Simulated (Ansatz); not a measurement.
# C₂HBrSSe, SMILES [SeH]C1=C(Br)S1: vertical spin-state energies

Program: Ansatz 0.2.0 through its Python package.

Notebook, run cell by cell (the value of a cell's last expression is shown):

In [1]:
```python
import warnings

import ansatz
```

In [2]:
```python
GEOMETRY = """
Se   -1.28080    1.20820    1.08560
C     0.14290    0.22430    0.40470
C     0.57400   -0.97760   -0.30110
Br    0.22700   -2.60890   -1.15400
S     1.81740    0.08120    0.18810
H    -1.43850    2.00880   -0.26950
"""
```

In [3]:
```python
warnings.simplefilter("ignore", ansatz.DeckWarning)
```

In [4]:
```python
molecule = ansatz.Crystal.molecule()
for line in GEOMETRY.strip().splitlines():
    symbol, *xyz = line.split()
    molecule = molecule.atom(symbol, [float(v) for v in xyz])
```

In [5]:
```python
job = (
    molecule.calculation()
    .basis(gaussian="def2-TZVP")
    .functional("r2scan0")
)
found = {}
for unpaired in [0, 2]:
    report = job.spin("collinear", total=unpaired).run(threads=1).report
    s = unpaired / 2
    found[unpaired] = report["free_energy_ev"]
    print(f"2S+1 = {unpaired + 1}: E = {found[unpaired]:.5f} eV, <S^2> = {abs(report['mean_field']['state']['spin_squared']):.3f} (pure state {s * (s + 1):.2f})")
lowest = min(found, key=found.get)
for unpaired, e in found.items():
    print(f"multiplicity {unpaired + 1}: {23.060548 * (e - found[lowest]):.1f} kcal/mol above the lowest")
```
```text
2S+1 = 1: E = -148315.01608 eV, <S^2> = 0.593 (pure state 0.00)
2S+1 = 3: E = -148314.51336 eV, <S^2> = 2.025 (pure state 2.00)
multiplicity 1: 0.0 kcal/mol above the lowest
multiplicity 3: 11.6 kcal/mol above the lowest
```

In order: multiplicity 1 (+0.00 eV) and multiplicity 3 (+0.50 eV), all at the one geometry.

What to keep in mind:
- The settings weren't tested for convergence.
- The geometry is a force-field or estimated start, not a minimum of this method, and the basis set is short of its limit. All parts are taken at fixed geometry, without zero-point energy.
- The expectation value of S² is noticeably off S(S+1) in at least one run, so that state is spin-contaminated.
- Wall time of the script: 3.8 min on 1 thread of Arm Neoverse V2 (shared host), peak memory 0.97 GiB.
